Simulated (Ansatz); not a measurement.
# SnOSe: the cell at several levels of theory

Cell and atoms of SnOSe (Janus 2H monolayer) are relaxed in turn with PBE, r2SCAN, PBEsol, LDA and HSE06. This is a trial cell built on a prototype, not taken from a measured structure, and it needn't be the compound's ground state.

The runs shown are made with Ansatz 0.2.0. PAW datasets, plane waves, zero pressure. Values at 0 K without nuclear motion; spin polarisation is off, and the phase may be a hypothetical one.

## 1. The cell

The sheet's in-plane cell has a = 3.026 Å, b = 3.026 Å (γ = 120.0°), and its outermost atoms lie 2.95 Å apart along the normal. Sn has 3 O at 2.29 Å and 3 Se at 2.29 Å; O has 3 Sn at 2.29 Å; Se has 3 Sn at 2.29 Å.

As a file:

```
Sn O Se
1.0
     3.02607    0.00000    0.00000
    -1.51303    2.62065    0.00000
     0.00000    0.00000   18.00000
Sn O Se
1 1 1
Direct
  0.33333 0.66667 0.50000
  0.66667 0.33333 0.58207
  0.66667 0.33333 0.41793
```
The sheet repeats along a and b alone.

## 2. Relaxation with PBE

Input file input.yaml:

```yaml
crystal:
  lattice:
    - [3.026066465, 0.0, 0.0]
    - [-1.5130332325, 2.6206504322, 0.0]
    - [0.0, 0.0, 18.0]
  atoms:
    - { symbol: Sn, position: [0.3333333333, 0.6666666667, 0.5] }
    - { symbol: O, position: [0.6666666667, 0.3333333333, 0.5820717939] }
    - { symbol: Se, position: [0.6666666667, 0.3333333333, 0.4179282061] }
  periodic: [true, true, false]
kpoints:
  mp_grid: { grid: [12, 12, 1] }
hamiltonian:
  xc: pbe
scf:
  occupations: { method: fermi_dirac, width: 0.02 }
relax:
  f_tol: 0.005
  cell: {}
output:
  write_density: true
  write_potential: true
  elf: true
  volumetric_format: npy
```

Further steps of the session: r2SCAN: cell and atoms; PBEsol: cell and atoms; Relaxation with LDA; Relaxing with HSE06.

Before running it: what results should come out? Wanted: for each run, a; area; SCF geometries.

As calculated:

```
 level  a (Å)  area (Å²/atom)  SCF geometries
   PBE  3.440           3.416              14
r2SCAN  3.413           3.363               8
PBEsol  3.389           3.315               7
   LDA  3.361           3.261               9
 HSE06  3.408           3.352               9
```

The first relaxation changed the area by +29.2 % from the start. The area runs from LDA (least) to PBE (most), a spread of 4.8 %, or 2.4 % in length if all axes shared it alike. The meshes differ: PBE 12×12×1, r2SCAN 12×12×1, PBEsol 12×12×1, LDA 12×12×1, HSE06 6×6×1.
